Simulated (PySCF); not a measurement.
# CrO₄ (-3): ligand-field states

Wanted: ligand-field states for CrO₄ (-3).

Computed with PySCF 2.14.0 and routines of our own; the level stands in each step. Atoms count from 0.

## Step 1: The system as given

5 atoms, charge -3, states of the metal's open shell are computed; geometry from: model geometry, bond lengths from ionic radii.

## Step 2: Ligand-field states: state-averaged CASSCF in water

What the job is given:

```
{"job": {"kind": "lf", "basis": {"metal": "x2c-TZVPall", "ligand": "x2c-SVPall"}, "nevpt": true, "solvent": "water"}, "charge": -3, "metal": "Cr", "open_shell": "d1"}
Cr     0.000000     0.000000     0.000000
O      0.998816     0.998816     0.998816
O     -0.998816    -0.998816     0.998816
O     -0.998816     0.998816    -0.998816
O      0.998816    -0.998816    -0.998816
```

Method: state-averaged CASSCF of the metal d shell, SC-NEVPT2 on the averaged canonical orbitals, state-interaction spin-orbit coupling.

Run with:

```sh
> OMP_NUM_THREADS=1 python lf_run.py task.json out
```

The driver reads the jobs from task.json and runs them one after another.

Standard output:

```text
basis functions 104, electrons 59, active (1e, 5o)
stage 1: DIIS on the effective Fock matrix, level shift 0.30
cycle   1  E = -1346.1389048093  dE = -1.346e+03  max|g| = 2.034e+00
cycle   2  E = -1345.1301854473  dE =  1.009e+00  max|g| = 2.393e+00
cycle   3  E = -1348.2573591945  dE = -3.127e+00  max|g| = 1.125e+00
cycle   4  E = -1347.2795721749  dE =  9.778e-01  max|g| = 6.898e-01
cycle   5  E = -1346.0942131959  dE =  1.185e+00  max|g| = 1.617e+00
cycle   6  E = -1347.5878275604  dE = -1.494e+00  max|g| = 3.522e-01
cycle   7  E = -1346.8749490881  dE =  7.129e-01  max|g| = 1.091e+00
cycle   8  E = -1347.2688200609  dE = -3.939e-01  max|g| = 8.075e-01
cycle   9  E = -1347.0200067061  dE =  2.488e-01  max|g| = 9.696e-01
cycle  10  E = -1347.0805664608  dE = -6.056e-02  max|g| = 9.234e-01
cycle  11  E = -1346.6675302447  dE =  4.130e-01  max|g| = 1.131e+00
cycle  12  E = -1346.5666701591  dE =  1.009e-01  max|g| = 1.362e+00
cycle  13  E = -1344.7816805601  dE =  1.785e+00  max|g| = 2.589e+00
cycle  14  E = -1344.4067523204  dE =  3.749e-01  max|g| = 2.893e+00
cycle  15  E = -1342.9273223764  dE =  1.479e+00  max|g| = 3.213e+00
stage 2: quasi-Newton rotations from the point of smallest gradient
cycle  17  E = -1348.1304475328  dE = -5.426e-01  max|g| = 5.476e-01
cycle  18  E = -1348.9024967882  dE = -7.720e-01  max|g| = 4.185e-01
cycle  21  E = -1349.0363984900  dE = -1.339e-01  max|g| = 2.269e-01
cycle  22  E = -1349.1177668472  dE = -8.137e-02  max|g| = 1.044e-01
cycle  23  E = -1349.1276688283  dE = -9.902e-03  max|g| = 2.478e-02
cycle  24  E = -1349.1283440625  dE = -6.752e-04  max|g| = 1.131e-02
cycle  25  E = -1349.1284260017  dE = -8.194e-05  max|g| = 2.014e-03
cycle  26  E = -1349.1284393552  dE = -1.335e-05  max|g| = 1.006e-03
cycle  27  E = -1349.1284416638  dE = -2.309e-06  max|g| = 4.599e-04
cycle  28  E = -1349.1284418446  dE = -1.808e-07  max|g| = 1.011e-04
cycle  29  E = -1349.1284418609  dE = -1.635e-08  max|g| = 2.224e-05
cycle  30  E = -1349.1284418620  dE = -1.062e-09  max|g| = 5.171e-06
converged average energy = -1349.1284418620

 mult deg   label        CASSCF/cm-1   NEVPT2/cm-1
   2   2   2E                  0.0           0.0
   2   3   2T2             14141.0       15491.9

spin-orbit levels / cm-1
      0.00  x4  2E 1.00
  15439.85  x4  2T2 1.00
  15623.76  x2  2T2 1.00
```

Run time: 4 s. Hardware: 1 thread of Arm Neoverse V1, shared host; peak memory 0.28 GiB.

Warnings kept with the result: strongly covalent, metal-shell active space is small for this complex.

Key values:

```tsv
quantity	value
spin-orbit constant ζ	216 cm⁻¹
```

Powder susceptibility:

```tsv
T (K)	χT (cm³ K/mol)	μ(eff)
2	0.360	1.70
5	0.360	1.70
10	0.361	1.70
20	0.361	1.70
30	0.361	1.70
50	0.362	1.70
75	0.363	1.70
100	0.363	1.71
150	0.365	1.71
200	0.366	1.71
250	0.368	1.72
300	0.370	1.72
```

## Step 3: Ligand-field states: state-averaged CASSCF (bond length × 0.92) in water

What the job is given:

```
{"job": {"kind": "lf", "basis": {"metal": "x2c-TZVPall", "ligand": "x2c-SVPall"}, "nevpt": true, "solvent": "water", "reuse": true}, "charge": -3, "metal": "Cr", "open_shell": "d1"}
Cr     0.000000     0.000000     0.000000
O      0.918911     0.918911     0.918911
O     -0.918911    -0.918911     0.918911
O     -0.918911     0.918911    -0.918911
O      0.918911    -0.918911    -0.918911
```

Level: state-averaged CASSCF of the metal d shell, SC-NEVPT2 on the averaged canonical orbitals, state-interaction spin-orbit coupling.

Standard output:

```text
basis functions 104, electrons 59, active (1e, 5o)
start from the orbitals of the previous structure
stage 1: DIIS on the effective Fock matrix, level shift 0.30
cycle   1  E = -1345.1011498137  dE = -1.345e+03  max|g| = 7.303e+00
cycle   2  E = -1348.2236438739  dE = -3.122e+00  max|g| = 1.471e+00
cycle   3  E = -1347.8639458116  dE =  3.597e-01  max|g| = 1.110e+00
cycle   4  E = -1348.9826837937  dE = -1.119e+00  max|g| = 4.400e-01
cycle   5  E = -1349.0981942317  dE = -1.155e-01  max|g| = 1.204e-01
cycle   6  E = -1349.1064516217  dE = -8.257e-03  max|g| = 3.233e-02
cycle   7  E = -1349.1073637722  dE = -9.122e-04  max|g| = 1.078e-02
cycle   8  E = -1349.1075021742  dE = -1.384e-04  max|g| = 7.717e-03
cycle   9  E = -1349.1075391651  dE = -3.699e-05  max|g| = 5.889e-03
cycle  10  E = -1349.1075664733  dE = -2.731e-05  max|g| = 3.511e-03
[... 3 cycles left out ...]
cycle  14  E = -1349.1075783769  dE = -2.851e-07  max|g| = 4.159e-04
cycle  15  E = -1349.1075784753  dE = -9.843e-08  max|g| = 2.320e-04
cycle  16  E = -1349.1075785006  dE = -2.529e-08  max|g| = 1.322e-04
cycle  17  E = -1349.1075785092  dE = -8.620e-09  max|g| = 9.261e-05
cycle  18  E = -1349.1075785125  dE = -3.317e-09  max|g| = 6.034e-05
cycle  19  E = -1349.1075785139  dE = -1.320e-09  max|g| = 3.304e-05
cycle  20  E = -1349.1075785143  dE = -4.038e-10  max|g| = 2.009e-05
cycle  21  E = -1349.1075785144  dE = -1.344e-10  max|g| = 1.414e-05
cycle  22  E = -1349.1075785144  dE = -4.820e-11  max|g| = 1.053e-05
cycle  23  E = -1349.1075785145  dE = -2.524e-11  max|g| = 7.331e-06
converged average energy = -1349.1075785145

 mult deg   label        CASSCF/cm-1   NEVPT2/cm-1
   2   2   2E                  0.0           0.0
   2   3   2T2             18717.1       19038.8

spin-orbit levels / cm-1
      0.00  x4  2E 1.00
  19008.16  x4  2T2 1.00
  19121.71  x2  2T2 1.00
```

Wall time 2.7 s (1 thread of Arm Neoverse V1, shared host); peak memory 0.28 GiB.

Warnings kept with the result: strongly covalent, metal-shell active space is small for this complex.

In short:

```tsv
quantity	value
spin-orbit constant ζ	204 cm⁻¹
```

Powder susceptibility:

```tsv
T (K)	χT (cm³ K/mol)	μ(eff)
2	0.364	1.71
20	0.365	1.71
100	0.366	1.71
300	0.371	1.72
```

## Step 4: Ligand-field states: state-averaged CASSCF (bond length × 0.96) in water

What the job is given:

```
{"job": {"kind": "lf", "basis": {"metal": "x2c-TZVPall", "ligand": "x2c-SVPall"}, "nevpt": true, "solvent": "water", "reuse": true}, "charge": -3, "metal": "Cr", "open_shell": "d1"}
Cr     0.000000     0.000000     0.000000
O      0.958863     0.958863     0.958864
O     -0.958863    -0.958863     0.958864
O     -0.958863     0.958863    -0.958864
O      0.958863    -0.958863    -0.958864
```

Method: state-averaged CASSCF of the metal d shell, SC-NEVPT2 on the averaged canonical orbitals, state-interaction spin-orbit coupling.

Standard output:

```text
basis functions 104, electrons 59, active (1e, 5o)
start from the orbitals of the previous structure
stage 1: DIIS on the effective Fock matrix, level shift 0.30
cycle   1  E = -1347.8769505079  dE = -1.348e+03  max|g| = 4.469e+00
cycle   2  E = -1349.0836888470  dE = -1.207e+00  max|g| = 3.640e-01
cycle   3  E = -1349.0956137478  dE = -1.192e-02  max|g| = 2.863e-01
cycle   4  E = -1349.1245044731  dE = -2.889e-02  max|g| = 1.596e-01
cycle   5  E = -1349.1316934395  dE = -7.189e-03  max|g| = 1.069e-01
cycle   6  E = -1349.1369826020  dE = -5.289e-03  max|g| = 3.181e-02
cycle   7  E = -1349.1372764415  dE = -2.938e-04  max|g| = 2.537e-02
cycle   8  E = -1349.1374811142  dE = -2.047e-04  max|g| = 1.635e-02
cycle   9  E = -1349.1375819613  dE = -1.008e-04  max|g| = 8.671e-03
cycle  10  E = -1349.1376054333  dE = -2.347e-05  max|g| = 5.787e-03
...
cycle  35  E = -1349.1376220913  dE =  1.168e-09  max|g| = 8.015e-05
cycle  36  E = -1349.1376220879  dE =  3.467e-09  max|g| = 1.036e-04
cycle  37  E = -1349.1376220809  dE =  6.991e-09  max|g| = 1.299e-04
cycle  38  E = -1349.1376220696  dE =  1.123e-08  max|g| = 1.776e-04
cycle  39  E = -1349.1376220454  dE =  2.423e-08  max|g| = 2.419e-04
cycle  40  E = -1349.1376219973  dE =  4.814e-08  max|g| = 3.399e-04
stage 2: quasi-Newton rotations from the point of smallest gradient
cycle  42  E = -1349.1376220940  dE = -1.736e-09  max|g| = 7.185e-05
cycle  43  E = -1349.1376220965  dE = -2.460e-09  max|g| = 1.753e-05
cycle  44  E = -1349.1376220967  dE = -1.969e-10  max|g| = 1.179e-05
cycle  45  E = -1349.1376220970  dE = -3.156e-10  max|g| = 2.559e-06
converged average energy = -1349.1376220970

 mult deg   label        CASSCF/cm-1   NEVPT2/cm-1
   2   2   2E                  0.0           0.0
   2   3   2T2             16165.0       17036.8

spin-orbit levels / cm-1
      0.00  x2  2E 1.00
      0.01  x2  2E 1.00
  16992.94  x2  2T2 1.00
  16993.02  x2  2T2 1.00
  17149.37  x2  2T2 1.00
```

Run time: 4 s. Hardware: 1 thread of Arm Neoverse V1, shared host; peak memory 0.28 GiB.

Warnings kept with the result: strongly covalent, metal-shell active space is small for this complex.

In short:

```tsv
quantity	value
spin-orbit constant ζ	212 cm⁻¹
```

Powder susceptibility:

```tsv
T (K)	χT (cm³ K/mol)	μ(eff)
2	0.362	1.70
20	0.363	1.70
100	0.365	1.71
300	0.370	1.72
```

## Step 5: Ligand-field states: state-averaged CASSCF (bond length × 1.04) in water

What the job is given:

```
{"job": {"kind": "lf", "basis": {"metal": "x2c-TZVPall", "ligand": "x2c-SVPall"}, "nevpt": true, "solvent": "water", "reuse": true}, "charge": -3, "metal": "Cr", "open_shell": "d1"}
Cr     0.000000     0.000000     0.000000
O      1.038768     1.038768     1.038769
O     -1.038768    -1.038768     1.038769
O     -1.038768     1.038768    -1.038769
O      1.038768    -1.038768    -1.038769
```

With the program's defaults for keys left out, this is: state-averaged CASSCF of the metal d shell, SC-NEVPT2 on the averaged canonical orbitals, state-interaction spin-orbit coupling.

Standard output:

```text
basis functions 104, electrons 59, active (1e, 5o)
start from the orbitals of the previous structure
stage 1: DIIS on the effective Fock matrix, level shift 0.30
cycle   1  E = -1346.2375098779  dE = -1.346e+03  max|g| = 6.303e+00
cycle   2  E = -1348.9572840799  dE = -2.720e+00  max|g| = 5.012e-01
cycle   3  E = -1349.0466358684  dE = -8.935e-02  max|g| = 2.085e-01
cycle   4  E = -1348.2728356737  dE =  7.738e-01  max|g| = 1.623e+00
cycle   5  E = -1347.4731574807  dE =  7.997e-01  max|g| = 2.366e+00
cycle   6  E = -1346.5235875266  dE =  9.496e-01  max|g| = 2.899e+00
cycle   7  E = -1345.3350209566  dE =  1.189e+00  max|g| = 3.388e+00
cycle   8  E = -1344.5065034470  dE =  8.285e-01  max|g| = 3.781e+00
cycle   9  E = -1343.9192997218  dE =  5.872e-01  max|g| = 4.007e+00
cycle  10  E = -1343.4099998667  dE =  5.093e-01  max|g| = 4.186e+00
cycle  11  E = -1343.0198322756  dE =  3.902e-01  max|g| = 4.312e+00
cycle  12  E = -1342.8775732029  dE =  1.423e-01  max|g| = 4.347e+00
cycle  13  E = -1344.5326967645  dE = -1.655e+00  max|g| = 3.490e+00
cycle  14  E = -1347.5065453779  dE = -2.974e+00  max|g| = 1.456e+00
cycle  15  E = -1348.2455725470  dE = -7.390e-01  max|g| = 6.099e-01
stage 2: quasi-Newton rotations from the point of smallest gradient
cycle  18  E = -1349.0827852610  dE = -3.615e-02  max|g| = 6.897e-02
cycle  19  E = -1349.0918563591  dE = -9.071e-03  max|g| = 1.450e-02
cycle  20  E = -1349.0922382691  dE = -3.819e-04  max|g| = 4.696e-03
cycle  21  E = -1349.0922963840  dE = -5.811e-05  max|g| = 2.093e-03
cycle  22  E = -1349.0923078587  dE = -1.147e-05  max|g| = 7.702e-04
cycle  23  E = -1349.0923105153  dE = -2.657e-06  max|g| = 3.989e-04
cycle  24  E = -1349.0923111191  dE = -6.038e-07  max|g| = 1.612e-04
cycle  25  E = -1349.0923111840  dE = -6.489e-08  max|g| = 3.639e-05
cycle  26  E = -1349.0923111879  dE = -3.870e-09  max|g| = 1.639e-05
cycle  27  E = -1349.0923111881  dE = -2.674e-10  max|g| = 8.903e-06
converged average energy = -1349.0923111881

 mult deg   label        CASSCF/cm-1   NEVPT2/cm-1
   2   2   2E                  0.0           0.0
   2   3   2T2             12576.8       14458.8

spin-orbit levels / cm-1
      0.00  x2  2E 1.00
      0.01  x2  2E 1.00
  14402.17  x2  2T2 1.00
  14402.37  x2  2T2 1.00
  14601.46  x2  2T2 1.00
```

Wall time 3 s (1 thread of Arm Neoverse V1, shared host); peak memory 0.29 GiB.

Warnings kept with the result: strongly covalent, metal-shell active space is small for this complex.

Key values:

```tsv
quantity	value
spin-orbit constant ζ	218 cm⁻¹
```

Powder susceptibility:

```tsv
T (K)	χT (cm³ K/mol)	μ(eff)
2	0.359	1.70
20	0.360	1.70
100	0.362	1.70
300	0.369	1.72
```

## Step 6: Ligand-field states: state-averaged CASSCF (bond length × 1.08) in water

What the job is given:

```
{"job": {"kind": "lf", "basis": {"metal": "x2c-TZVPall", "ligand": "x2c-SVPall"}, "nevpt": true, "solvent": "water", "reuse": true}, "charge": -3, "metal": "Cr", "open_shell": "d1"}
Cr     0.000000     0.000000     0.000000
O      1.078721     1.078721     1.078722
O     -1.078721    -1.078721     1.078722
O     -1.078721     1.078721    -1.078722
O      1.078721    -1.078721    -1.078722
```

Method: state-averaged CASSCF of the metal d shell, SC-NEVPT2 on the averaged canonical orbitals, state-interaction spin-orbit coupling.

Standard output:

```text
basis functions 104, electrons 59, active (1e, 5o)
start from the orbitals of the previous structure
stage 1: DIIS on the effective Fock matrix, level shift 0.30
cycle   1  E = -1348.5402139131  dE = -1.349e+03  max|g| = 2.403e+00
cycle   2  E = -1349.0136358210  dE = -4.734e-01  max|g| = 2.305e-01
cycle   3  E = -1349.0346490673  dE = -2.101e-02  max|g| = 5.085e-02
cycle   4  E = -1349.0062726950  dE =  2.838e-02  max|g| = 2.667e-01
cycle   5  E = -1349.0065178081  dE = -2.451e-04  max|g| = 2.624e-01
cycle   6  E = -1349.0122814999  dE = -5.764e-03  max|g| = 2.329e-01
cycle   7  E = -1349.0130431355  dE = -7.616e-04  max|g| = 2.368e-01
cycle   8  E = -1349.0145690427  dE = -1.526e-03  max|g| = 2.331e-01
cycle   9  E = -1349.0155240413  dE = -9.550e-04  max|g| = 2.303e-01
cycle  10  E = -1349.0150057320  dE =  5.183e-04  max|g| = 2.319e-01
cycle  11  E = -1349.0111909226  dE =  3.815e-03  max|g| = 2.433e-01
cycle  12  E = -1349.0049955616  dE =  6.195e-03  max|g| = 2.469e-01
cycle  13  E = -1348.9910268335  dE =  1.397e-02  max|g| = 1.726e-01
cycle  14  E = -1348.8872135710  dE =  1.038e-01  max|g| = 3.952e-01
cycle  15  E = -1348.4751535309  dE =  4.121e-01  max|g| = 1.064e+00
stage 2: quasi-Newton rotations from the point of smallest gradient
cycle  18  E = -1349.0367675151  dE = -2.118e-03  max|g| = 3.409e-02
cycle  19  E = -1349.0385604396  dE = -1.793e-03  max|g| = 1.180e-02
cycle  20  E = -1349.0387148701  dE = -1.544e-04  max|g| = 2.856e-03
cycle  21  E = -1349.0387576481  dE = -4.278e-05  max|g| = 2.361e-03
cycle  22  E = -1349.0387782798  dE = -2.063e-05  max|g| = 1.590e-03
cycle  23  E = -1349.0387834849  dE = -5.205e-06  max|g| = 7.647e-04
cycle  24  E = -1349.0387845664  dE = -1.081e-06  max|g| = 2.030e-04
cycle  25  E = -1349.0387846449  dE = -7.851e-08  max|g| = 1.090e-04
cycle  26  E = -1349.0387846546  dE = -9.750e-09  max|g| = 4.737e-05
cycle  27  E = -1349.0387846579  dE = -3.251e-09  max|g| = 8.848e-06
converged average energy = -1349.0387846579

 mult deg   label        CASSCF/cm-1   NEVPT2/cm-1
   2   2   2E                  0.0           0.0
   2   3   2T2             11383.3       13952.5

spin-orbit levels / cm-1
      0.00  x4  2E 1.00
  13894.43  x2  2T2 1.00
  13894.48  x2  2T2 1.00
  14098.55  x2  2T2 1.00
```

Run time: 2.9 s. Hardware: 1 thread of Arm Neoverse V1, shared host; peak memory 0.29 GiB.

Warnings kept with the result: strongly covalent, metal-shell active space is small for this complex.

Key values:

```tsv
quantity	value
spin-orbit constant ζ	217 cm⁻¹
```

Powder susceptibility:

```tsv
T (K)	χT (cm³ K/mol)	μ(eff)
2	0.359	1.69
20	0.359	1.70
100	0.362	1.70
300	0.369	1.72
```

## Step 7: The runs side by side

From the NEVPT2 states (cm⁻¹; the spread is that of the fitted one-electron ligand-field levels):

```tsv
step	setting	ground state	next state	orbital spread	ζ	μ(eff), 300 K
2	as given	2E	2T2 at 15492	15492	216	1.72
3	bond length × 0.92	2E	2T2 at 19039	19039	204	1.72
4	bond length × 0.96	2E	2T2 at 17037	17037	212	1.72
5	bond length × 1.04	2E	2T2 at 14459	14459	218	1.72
6	bond length × 1.08	2E	2T2 at 13952	13952	217	1.72
```

## Step 8: Outcome

| quantity | value |
| --- | --- |
| spin-orbit constant ζ (step 2, state-averaged CASSCF in water) | 216 cm⁻¹ |
| ground multiplicity, μ(eff) at 300 K (step 2, 4 donors at 1.73 Å) | 2, 1.72 μB |
| ground multiplicity, μ(eff) at 300 K (step 3, 4 donors at 1.59 Å) | 2, 1.72 μB |
| ground multiplicity, μ(eff) at 300 K (step 4, 4 donors at 1.66 Å) | 2, 1.72 μB |
| ground multiplicity, μ(eff) at 300 K (step 5, 4 donors at 1.80 Å) | 2, 1.72 μB |
| ground multiplicity, μ(eff) at 300 K (step 6, 4 donors at 1.87 Å) | 2, 1.72 μB |

In words: In step 2, χT goes from 0.36 at 2 K to 0.37 cm³ K/mol at 300 K: nearly flat, so one level governs the whole range. In step 3 ζ is 57 % of the free ion's 360 cm⁻¹: an effective value, diluted by mixing with the ligands. The spread of the ligand-field levels runs from 13952 cm⁻¹ (bond length × 1.08) to 19039 cm⁻¹ (bond length × 0.92); μ(eff) at 300 K: 1.72 μB. The bonding is strongly covalent, and an active space of the metal's shell alone is small for it, so these values are rough.
